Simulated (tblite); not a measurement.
# CH10O3Si3: the cost of one run

Computed with tblite 0.8.0 and PySCF 2.14.0; each step states its level. No surroundings beyond the atoms listed, unless a continuum is named. Atoms count from 0, parts from 1.

## 1. Starting point

17 atoms, charge 0, multiplicity 1; geometry: distance geometry start.

## 2. Geometry optimisation with GFN2-xTB

Job settings and geometry (Å):

```
{"job": {"kind": "relax", "xc": "GFN2-xTB", "basis": "xTB"}, "charge": 0, "multiplicity": 1}
Si     0.226201    -0.406094     0.860000
O      0.896983     1.021700     0.372947
Si     2.074883     1.591243    -0.662872
C     -0.736775    -1.284836    -0.437328
Si    -2.115192    -0.206545    -1.003118
O      1.475172    -1.351001     1.396940
O     -0.665008    -0.091056     2.219544
H      1.874649     0.952068    -2.014090
H      3.409686     1.234828    -0.152881
H      1.944298     3.047182    -0.814332
H     -1.144829    -2.232583    -0.014319
H     -0.090068    -1.565787    -1.282615
H     -2.969418     0.221986     0.125942
H     -2.940022    -0.947454    -1.977326
H     -1.578704     0.997575    -1.681761
H      1.293889    -1.823020     2.234659
H     -0.972935     0.849939     2.277716
```

With the program's defaults for keys left out, this is: GFN2-xTB geometry optimisation, gas phase.

Command:

```
OMP_NUM_THREADS=1 python cluster_run.py task.json out
```

One launch serves the whole session: the jobs run in the order shown.

Q: Estimate the wall time of this first job on 1 thread of Intel Xeon 6975P-C, shared host.

About 5.2 s.
